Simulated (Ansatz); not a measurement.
# CH5CdNS: up Jacob's ladder to CCSD(T)

One table from this session's results is given with a row withheld; the runs are named, their logs left out.

Method: functionals in def2-TZVPP, the program's frozen cores in correlated methods; program: Ansatz 0.2.0, Gaussian basis.

Plan: LDA (SPW92), PBE-D4, revPBE-D4, BLYP-D4, r2SCAN-D4, B97M-V, PBE0-D4, B3LYP-D4, r2SCANh-D4, r2SCAN0-D4, HSE06-D4, BHLYP-D4, CAM-B3LYP-D4, LC-ωPBE, ωB97X-V, ωB97M-V, B2PLYP, PBE-QIDH; CCSD(T)/def2-SVP; CCSD(T)/def2-TZVPP; MP2/def2-QZVPP; extrapolation to the limit; RPA on PBE.

1 further run of the same task is left out (for a known fault of the program).

## Structure used throughout

The geometry comes from an earlier relaxation with PBE0-D4 in a triple-zeta def2 set; it is a stationary point, not always the lowest conformer. Cd takes the def2 core potential; no spin-orbit term is included.

SMILES `C[S][Cd][NH2]`, 9 atoms, charge 0, spin multiplicity 1.

Atoms are counted from 1 here; the program's logs count them from 0.

Bond lengths: C1–S2 1.822 Å, C1–H5 1.089 Å, C1–H6 1.089 Å, C1–H7 1.090 Å, S2–Cd3 2.327 Å, Cd3–N4 2.013 Å, N4–H8 1.013 Å, N4–H9 1.013 Å. Angles: S2–C1–H5 112.0°, S2–C1–H6 112.0°, S2–C1–H7 106.3°, H5–C1–H6 109.8°, H5–C1–H7 108.3°, H6–C1–H7 108.3°, C1–S2–Cd3 103.1°, S2–Cd3–N4 176.2°, Cd3–N4–H8 113.0°, Cd3–N4–H9 112.9°, H8–N4–H9 106.6°.

Coordinates:

```csv
atom,x (Å),y (Å),z (Å)
C1,-0.45153,2.13785,0.15701
S2,1.12006,1.36025,-0.33942
Cd3,0.64551,-0.91414,-0.20845
N4,0.11216,-2.84976,-0.05677
H5,-1.26386,1.88554,-0.52331
H6,-0.73081,1.87670,1.17693
H7,-0.28794,3.21503,0.11128
H8,0.66923,-3.36143,0.61735
H9,0.18720,-3.35003,-0.93463
```

The first run:

Input file in.yaml:

```yaml
crystal:
  periodic: [false, false, false]
  atoms:
    - {symbol: C, position_ang: [-0.451534, 2.137849, 0.157015]}
    - {symbol: S, position_ang: [1.120057, 1.360250, -0.339422]}
    - {symbol: Cd, position_ang: [0.645514, -0.914145, -0.208447]}
    - {symbol: N, position_ang: [0.112160, -2.849764, -0.056765]}
    - {symbol: H, position_ang: [-1.263860, 1.885537, -0.523313]}
    - {symbol: H, position_ang: [-0.730813, 1.876700, 1.176933]}
    - {symbol: H, position_ang: [-0.287937, 3.215032, 0.111282]}
    - {symbol: H, position_ang: [0.669227, -3.361430, 0.617352]}
    - {symbol: H, position_ang: [0.187195, -3.350029, -0.934635]}
basis:
  gaussian: {orbitals: def2-TZVPP}
hamiltonian: {xc: lda}
output: {orbitals: {seedname: orbitals}}
```

Run with:

```bash
$ ansatz run in.yaml --threads 4 --pin off --events-out ev --progress --plain --max-ram 10444MiB
```

Steps of the session up to this table: LDA; PBE-D4 (GGA); revPBE-D4 (GGA); BLYP-D4 (GGA); r2SCAN-D4 (meta-GGA); B97M-V (meta-GGA); PBE0-D4 (hybrid); B3LYP-D4 (hybrid); r2SCANh-D4 (hybrid); r2SCAN0-D4 (hybrid); HSE06-D4 (hybrid); BHLYP-D4 (hybrid); CAM-B3LYP-D4 (range-separated); LC-ωPBE (range-separated); ωB97X-V (range-separated); ωB97M-V (range-separated); B2PLYP (double hybrid); PBE-QIDH (double hybrid).

One of the session's tables, all rows but one given; the rest of the session is left out.

It belongs to the step «Orbital energies across the functionals». 

| functional | HOMO (eV) | gap (eV) |
| --- | --- | --- |
| LDA (SPW92) | -5.50 | 3.63 |
| PBE-D4 | ? | ? |
| revPBE-D4 | -5.29 | 3.74 |
| BLYP-D4 | -5.21 | 3.58 |
| r2SCAN-D4 | -5.58 | 4.20 |
| B97M-V | -5.64 | 4.07 |
| PBE0-D4 | -6.51 | 5.68 |
| B3LYP-D4 | -6.29 | 5.16 |
| r2SCANh-D4 | -6.01 | 4.93 |
| r2SCAN0-D4 | -6.67 | 6.00 |
| HSE06-D4 | -6.11 | 4.92 |
| BHLYP-D4 | -7.55 | 7.41 |
| CAM-B3LYP-D4 | -7.83 | 7.83 |
| LC-ωPBE | -9.18 | 10.41 |
| ωB97X-V | -8.83 | 9.87 |
| ωB97M-V | -8.69 | 9.45 |

Q: Estimate the row for PBE-D4 from the others.

The run gave: HOMO (eV): -5.35; gap (eV): 3.70. In the column «HOMO (eV)» it lies between LDA (SPW92) (-5.50) and revPBE-D4 (-5.29).
